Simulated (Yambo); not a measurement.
**Ge: optical spectrum with PBEsol**

**Measured values to compare with.**

“Temperature-dependent photoluminescence in Ge: experiment and theory”, 2020, arxiv:2003.00143 reports, for a bulk crystal of Ge at 0 K: band gap 0.744 eV (indirect).

Ge:

```
Ge
1.0
     0.00000    2.82891    2.82891
     2.82891    0.00000    2.82891
     2.82891    2.82891    0.00000
Ge
2
Direct
  0.75000 0.75000 0.75000
  0.50000 0.50000 0.50000
```

```yaml
Program: Yambo 5.3.0
Task: optical spectrum
Functional: PBEsol
Potentials_or_basis: PseudoDojo 0.4.1 SR PBEsol standard
Cutoff: 1061 eV
Density_cutoff: 4245 eV
k_mesh: 16 × 16 × 16
Occupations: fermi-dirac, width 0.05 eV
Spin: no spin polarisation
k_mesh_of_the_self-consistent_run: 16 × 16 × 16
Direction_of_the_field_or_of_q_to_0: x + y + z
Broadening: 0.1 eV
Kernel: none (independent particles)
Top_of_the_energy_range: 10 eV
Energy_points: 200
Correction_of_the_levels: none
Bands_in_the_response: 29
```

```json
{
  "Band gap on the k mesh, mean-field level": "none (metal or under the smearing width)"
}
```

Dielectric function (along the field direction of the input):
```tsv
energy (eV)	real part	imaginary part
0.25	3.80	17.78
0.75	23.42	3.77
1.26	30.07	10.28
1.76	14.29	16.17
2.26	15.76	15.70
2.81	10.89	22.12
3.32	13.29	23.02
3.82	-9.65	25.22
4.32	-14.75	15.79
4.82	-5.54	9.64
5.38	-6.96	10.67
5.88	-7.56	4.97
6.38	-4.93	3.92
6.88	-4.57	4.01
7.39	-3.95	1.83
7.94	-2.56	2.22
8.44	-2.98	2.10
8.94	-2.48	1.25
9.45	-1.88	1.16
10.00	-1.92	0.96
```

Wall time 5.8 min on 1 thread of Arm Neoverse V1, with other jobs on the host.

Against the measured gap of Ge, 0.744 eV (indirect; 0 K; “Temperature-dependent photoluminescence in Ge: experiment and theory”, 2020, arxiv:2003.00143), the calculated 0.00 eV is off by -0.74 eV. 3 values of this kind are on record (0.666 to 0.807 eV); this one was drawn at random among those near their median. Spin-orbit coupling on Ge is left out. The value is that of PBEsol on a finite k mesh, which can miss the band edges, without temperature or zero-point motion. Semilocal functionals fall short of measured gaps as a rule.

Caveat: the intraband (Drude) term of the metal is left out; the ground state has no gap, which makes the many-body step unreliable; independent-particle spectra lack excitons; this crystal is a semiconductor, whose small gap the functional closes, so the metal is an error of the method.
